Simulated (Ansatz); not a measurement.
# TiAl: a line through an energy map

One table from this session's results is given with a row withheld; the runs are named, their logs left out.

Program: Ansatz 0.2.0. Level of theory: DFT LDA, scalar-relativistic, plane waves, PAW. These are calculated values, not measurements.

27 further runs of the same task are left out: 27 set aside as unsound or not needed.

### Starting point

It takes space group P-6m2 (No. 187, hexagonal). Conventional cell: a = 2.812 Å, b = 2.812 Å, c = 4.590 Å, α = 90.00°, β = 90.00°, γ = 120.00°. Ti (site symmetry -6m2) is surrounded by 6 Al at 2.81 Å and 6 Ti at 2.81 Å. Around Al (site symmetry -6m2) lie 6 Ti at 2.81 Å and 6 Al at 2.81 Å.

Structure file:

```
CELL_PARAMETERS angstrom
2.81201 0.00000 0.00000
-1.40600 2.43527 0.00000
0.00000 0.00000 4.59005
ATOMIC_POSITIONS crystal
Ti 0.00000 0.00000 0.00000
Al 0.33333 0.66667 0.50000
```

It goes back to an entry of the Materials Project, which need not be the stable form.

It is the result of an earlier relaxation at this level (volume 15.72 Å³/atom; gap on the mesh: none (metal)).

### The scan

The energy is mapped over volume and a fixed ferromagnetic moment.

The axes are (1) volume per atom: 7 values from 13.83 to 17.60 Å³; (2) total spin moment of the cell, held fixed: 9 values from 0.000 to 1.000 μB.

Nothing else is relaxed (shape and fractional coordinates fixed). Points are written as (first, second).

The first run:

The input, input.yaml:

```yaml
crystal:
  lattice:
    - [2.7349265319, 0.0, 0.0]
    - [-1.3674632659, 2.3685158541, 0.0]
    - [0.0, 0.0, 4.4642272374]
  atoms:
    - { symbol: Ti, position: [0.0, 0.0, 0.0] }
    - { symbol: Al, position: [0.3333333333, 0.6666666667, 0.5] }
basis:
  ecutwfc: 520.0
kpoints:
  mp_grid: { grid: [21, 21, 12] }
hamiltonian:
  xc: lda
  pseudopotentials: { kind: paw, azcp: { folder: soft_1 } }
scf:
  occupations: { method: gaussian, width: 0.15 }
  lower_state_search: "off"
output:
  forces: true
  stress: true
  eigenvalues: true
```

Command:

```console
ansatz run input.yaml --threads 2 --pin off --max-ram 4096MiB --backend cpu --events-out ev --progress --plain --runs-dir out
```

Among the steps run: The run at (14.46 Å³, 0.000 μB); The run at (15.09 Å³, 0.000 μB); Grid point (15.72 Å³, 0.000 μB); Grid point (16.97 Å³, 0.000 μB); Grid point (17.60 Å³, 0.000 μB).

One table of the session follows, with a row left open; its other results are not shown here.

```
volume per atom (Å³)  energy (meV/atom)  pressure (GPa)
               13.83                102            19.1
               14.46                  ?               ?
               15.09                 10             5.2
               15.72                  0             0.0
               16.34                  9            −4.3
               16.97                 33            −7.8
               17.60                 69           −10.7
```

Estimate the missing values for volume per atom (Å³) = 14.46.

Worked estimate for «energy (meV/atom)». A straight line through the neighbours (13.83, 102) and (15.09, 10) gives 102 + (10 − 102) × (14.46 − 13.83) / (15.09 − 13.83) = 56; a parabola fitted to 3 rows on both sides gives 44.

The run gave: energy (meV/atom): 42; pressure (GPa): 11.5. In «energy (meV/atom)» the line misses by +14 and the parabola by +2.

Energies count from the lowest point of the line. Rows without a step come from runs not printed here or follow by symmetry.

The lowest point of the line is at 15.72 Å³. Three points round the minimum, joined by a parabola, put the minimum at 15.738 Å³, with a curvature of about 47 meV/atom per (Å³)². The well is lopsided: two grid steps out, the energy rises by 42 meV/atom towards smaller values and 33 meV/atom towards larger ones. The highest point computed, at 13.83 Å³, lies 102 meV/atom above the lowest. This is one cut through a surface in two coordinates; it holds the lowest point sampled, which need not be a minimum.

Caveats from the session: Warnings in the runs' records: pseudo functional mismatch.
